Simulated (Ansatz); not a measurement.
# CH₄O₃Si: up Jacob's ladder to CCSD(T)

One table from this session's results is given with a row withheld; the runs are named, their logs left out.

Computed with Ansatz 0.2.0, Gaussian basis. Level: functionals in def2-TZVPP, the program's frozen cores in correlated methods.

The runs, in order: LDA (SPW92), PBE-D4, revPBE-D4, BLYP-D4, r2SCAN-D4, B97M-V, PBE0-D4, B3LYP-D4, r2SCANh-D4, r2SCAN0-D4, HSE06-D4, BHLYP-D4, CAM-B3LYP-D4, LC-ωPBE, ωB97X-V, ωB97M-V, B2PLYP, PBE-QIDH; CCSD(T)/def2-SVP; CCSD(T)/def2-TZVPP; MP2/def2-QZVPP; extrapolation to the limit; RPA on PBE.

## The geometry

An earlier PBE0-D4 in a triple-zeta def2 set relaxation fixed the geometry.

SMILES `O=C[SiH](O)O`, 9 atoms, charge 0, spin multiplicity 1.

Atoms are counted from 1 here; the program's logs count them from 0.

Bond lengths: O1–C2 1.212 Å, C2–Si3 1.928 Å, C2–H6 1.114 Å, Si3–O4 1.635 Å, Si3–O5 1.632 Å, Si3–H7 1.477 Å, O4–H8 0.959 Å, O5–H9 0.965 Å. Angles: O1–C2–Si3 118.0°, O1–C2–H6 118.8°, Si3–C2–H6 123.2°, C2–Si3–O4 111.4°, C2–Si3–O5 102.1°, C2–Si3–H7 112.1°, O4–Si3–O5 113.5°, O4–Si3–H7 104.9°, O5–Si3–H7 113.0°, Si3–O4–H8 118.2°, Si3–O5–H9 112.2°.

As a file:

```
atom    x (Å)    y (Å)    z (Å)
  O1  -0.8378   1.8221   0.5580
  C2  -0.5259   0.7425   1.0117
 Si3  -0.0464  -0.6549  -0.2269
  O4   1.4770  -1.1871   0.0351
  O5  -0.2395   0.0841  -1.6691
  H6  -0.5152   0.6076   2.1177
  H7  -0.8993  -1.8513  -0.0728
  H8   2.2058  -0.6087  -0.1966
  H9  -0.5303   0.9995  -1.5742
```

The first run:

in.yaml reads:

```yaml
crystal:
  periodic: [false, false, false]
  atoms:
    - {symbol: O, position_ang: [-0.837837, 1.822092, 0.557984]}
    - {symbol: C, position_ang: [-0.525927, 0.742526, 1.011740]}
    - {symbol: Si, position_ang: [-0.046424, -0.654896, -0.226856]}
    - {symbol: O, position_ang: [1.477040, -1.187144, 0.035095]}
    - {symbol: O, position_ang: [-0.239452, 0.084092, -1.669105]}
    - {symbol: H, position_ang: [-0.515164, 0.607576, 2.117696]}
    - {symbol: H, position_ang: [-0.899315, -1.851345, -0.072806]}
    - {symbol: H, position_ang: [2.205792, -0.608676, -0.196605]}
    - {symbol: H, position_ang: [-0.530312, 0.999473, -1.574243]}
basis:
  gaussian: {orbitals: def2-TZVPP}
hamiltonian: {xc: lda}
output: {orbitals: {seedname: orbitals}}
```

Command:

```sh
ansatz run in.yaml --threads 2 --pin off --events-out ev --progress --plain --max-ram 4352MiB
```

Steps of the session up to this table: LDA; PBE-D4 (GGA); revPBE-D4 (GGA); BLYP-D4 (GGA); r2SCAN-D4 (meta-GGA); B97M-V (meta-GGA); PBE0-D4 (hybrid); B3LYP-D4 (hybrid); r2SCANh-D4 (hybrid); r2SCAN0-D4 (hybrid); HSE06-D4 (hybrid); BHLYP-D4 (hybrid); CAM-B3LYP-D4 (range-separated); LC-ωPBE (range-separated); ωB97X-V (range-separated); ωB97M-V (range-separated); B2PLYP (double hybrid); PBE-QIDH (double hybrid).

One of the session's tables, all rows but one given; the rest of the session is left out.

It belongs to the step «Orbital energies across the functionals». 

```
  functional  HOMO (eV)  LUMO (eV)  gap (eV)
 LDA (SPW92)      -5.91      -3.35      2.56
      PBE-D4      -5.76      -3.06      2.70
   revPBE-D4      -5.69      -2.95      2.74
     BLYP-D4      -5.70      -2.92      2.77
   r2SCAN-D4      -6.03      -2.86      3.17
      B97M-V      -6.18      -2.80      3.38
     PBE0-D4      -7.26      -1.92      5.34
    B3LYP-D4      -7.07      -2.18      4.88
  r2SCANh-D4      -6.60      -2.44      4.16
  r2SCAN0-D4      -7.46      -1.81      5.65
    HSE06-D4      -6.85      -2.31      4.55
    BHLYP-D4      -8.76      -0.71      8.05
CAM-B3LYP-D4      -8.72      -0.71      8.01
     LC-ωPBE          ?          ?         ?
     ωB97X-V      -9.67       0.47     10.14
     ωB97M-V      -9.57       0.36      9.93
```

Estimate the missing values for LC-ωPBE.

**Answer.** HOMO (eV): -9.98; LUMO (eV): 0.57; gap (eV): 10.55. In the column «HOMO (eV)» it is the lowest.
